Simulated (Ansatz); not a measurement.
# C6H14CdO2: the cost of one run

Method: the settings change from run to run; program: Ansatz 0.2.0, Gaussian basis.

## (1) The molecule

An earlier PBE0-D4 in a triple-zeta def2 set relaxation fixed the geometry. Cd takes a core potential in def2 sets; no spin-orbit term is included.

SMILES `CC(C)[O][Cd][O]C(C)C`, 23 atoms, charge 0, spin multiplicity 1.

Atoms are counted from 1 here; the program's logs count them from 0.

Bond lengths: C1–C2 1.519 Å, C1–H10 1.093 Å, C1–H11 1.099 Å, C1–H12 1.092 Å, C2–C3 1.519 Å, C2–O4 1.400 Å, C2–H13 1.101 Å, C3–H14 1.093 Å, C3–H15 1.092 Å, C3–H16 1.099 Å, O4–Cd5 1.971 Å, Cd5–O6 1.971 Å, O6–C7 1.400 Å, C7–C8 1.519 Å, C7–C9 1.519 Å, C7–H17 1.101 Å, C8–H18 1.099 Å, C8–H19 1.093 Å and more. Angles: C2–C1–H10 111.9°, C2–C1–H11 110.1°, C2–C1–H12 110.4°, H10–C1–H11 107.4°, H10–C1–H12 108.6°, H11–C1–H12 108.3°, C1–C2–C3 111.4°, C1–C2–O4 111.9°, C1–C2–H13 107.9°, C3–C2–O4 111.9°, C3–C2–H13 107.9°, O4–C2–H13 105.6°, C2–C3–H14 111.9°, C2–C3–H15 110.4°, C2–C3–H16 110.2°, H14–C3–H15 108.6°, H14–C3–H16 107.4°, H15–C3–H16 108.2° and more.

## (2) wB97X/STO-3G

Contents of in.yaml:

```yaml
crystal:
  periodic: [false, false, false]
  atoms:
    - {symbol: C, position_ang: [-0.283015, 1.855053, -2.001351]}
    - {symbol: C, position_ang: [0.902696, 1.042489, -2.493136]}
    - {symbol: C, position_ang: [0.453067, -0.148495, -3.321701]}
    - {symbol: O, position_ang: [1.744345, 0.659451, -1.441622]}
    - {symbol: Cd, position_ang: [1.052335, -0.524647, -0.026159]}
    - {symbol: O, position_ang: [0.578317, -1.817836, 1.383570]}
    - {symbol: C, position_ang: [-0.191383, -1.397545, 2.475052]}
    - {symbol: C, position_ang: [0.522845, -0.339447, 3.298185]}
    - {symbol: C, position_ang: [-1.571583, -0.928684, 2.046962]}
    - {symbol: H, position_ang: [-0.882177, 2.244417, -2.828981]}
    - {symbol: H, position_ang: [-0.941967, 1.227969, -1.384814]}
    - {symbol: H, position_ang: [0.058186, 2.694882, -1.393143]}
    - {symbol: H, position_ang: [1.512991, 1.692794, -3.139451]}
    - {symbol: H, position_ang: [-0.118102, 0.159512, -4.201771]}
    - {symbol: H, position_ang: [1.316460, -0.728716, -3.652472]}
    - {symbol: H, position_ang: [-0.193717, -0.804833, -2.723028]}
    - {symbol: H, position_ang: [-0.319184, -2.289402, 3.108684]}
    - {symbol: H, position_ang: [0.635166, 0.584298, 2.713646]}
    - {symbol: H, position_ang: [-0.031146, -0.086776, 4.206391]}
    - {symbol: H, position_ang: [1.517704, -0.687137, 3.582654]}
    - {symbol: H, position_ang: [-2.061826, -1.693650, 1.441810]}
    - {symbol: H, position_ang: [-2.209492, -0.701075, 2.905324]}
    - {symbol: H, position_ang: [-1.490501, -0.012600, 1.445351]}
basis:
  gaussian: {orbitals: STO-3G}
hamiltonian: {xc: {name: wB97X}}
output: {forces: true}
```

Launch:

```sh
ansatz run in.yaml --threads 4 --pin off --events-out ev --progress --plain --max-ram 46080MiB --backend cpu
```

What time and memory should one allow on 4 threads of AMD EPYC 7R13, shared host?

About 4.6 s, with a peak of 0.44 GiB.
